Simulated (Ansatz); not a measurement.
What does this script print? It uses the Python package of Ansatz (0.2.0).

Contents of `f2geh5nsi.xyz`:
```text
10

N    -0.67020    0.20800   -1.76190
Si   -0.09530   -0.84270   -0.50460
F     1.24460   -1.63900   -1.09030
F    -1.20170   -1.95930   -0.10270
Ge    0.46860    0.38830    1.35320
H    -1.52980    0.77930   -1.35960
H     0.05170    0.96620   -1.94940
H     1.04830   -0.53540    2.46370
H    -0.78940    1.14810    1.93590
H     1.55630    1.43530    1.01860
```

`bde.py`:
```python
"""Cost of removing each kind of hydrogen from F2GeH5NSi, fragments frozen."""

from dataclasses import dataclass

import ansatz as az


@dataclass
class Settings:
    basis: str = "def2-SVPD"
    xc: str = "r2scan"
    vdw: str = "d4"


opts = Settings()


def energy(molecule, charge=0, unpaired=0):
    calc = (
        molecule.calculation()
        .basis(gaussian=opts.basis)
        .functional(opts.xc, dispersion=opts.vdw)
        .accuracy("medium")
    )
    if charge:
        calc = calc.charge(charge)
    if unpaired:
        calc = calc.spin("collinear", total=unpaired)
    return calc.run().report["free_energy_ev"]

def without(molecule, index):
    rest = az.Crystal.molecule()
    for i, site in enumerate(molecule.cartesian_sites):
        if i != index:
            rest = rest.atom(site.symbol, site.position_ang)
    return rest


def main() -> None:
    geometry = az.Crystal.molecule_from_extxyz("f2geh5nsi.xyz")

    whole = energy(geometry, 0)
    hydrogen = energy(az.Crystal.molecule().atom("H", (0, 0, 0)), 0, 1)
    print(f"E(molecule) = {whole:.5f} eV, E(H) = {hydrogen:.5f} eV")
    for index in [6, 9]:
        radical = energy(without(geometry, index), 0, 1)
        print(f"H{index}: homolysis {23.060548 * (radical + hydrogen - whole):.1f} kcal/mol")
        anion = energy(without(geometry, index), -1)
        print(f"H{index}: loss of a proton {23.060548 * (anion - whole):.1f} kcal/mol")


if __name__ == "__main__":
    main()
```

Running `python bde.py` prints:
```text
E(molecule) = -71386.72181 eV, E(H) = -13.58417 eV
H6: homolysis 111.8 kcal/mol
H6: loss of a proton 366.8 kcal/mol
H9: homolysis 84.3 kcal/mol
H9: loss of a proton 361.3 kcal/mol
```

What to keep in mind:
- These settings explore the input space; basis and method may be short of convergence.
- The geometry is a force-field or estimated start, not a minimum of this method, and the basis set is short of its limit. All parts are taken at fixed geometry, without zero-point energy.
- Wall time of the script: 100 s on 1 thread of Arm Neoverse V1 (shared host), peak memory 0.38 GiB.
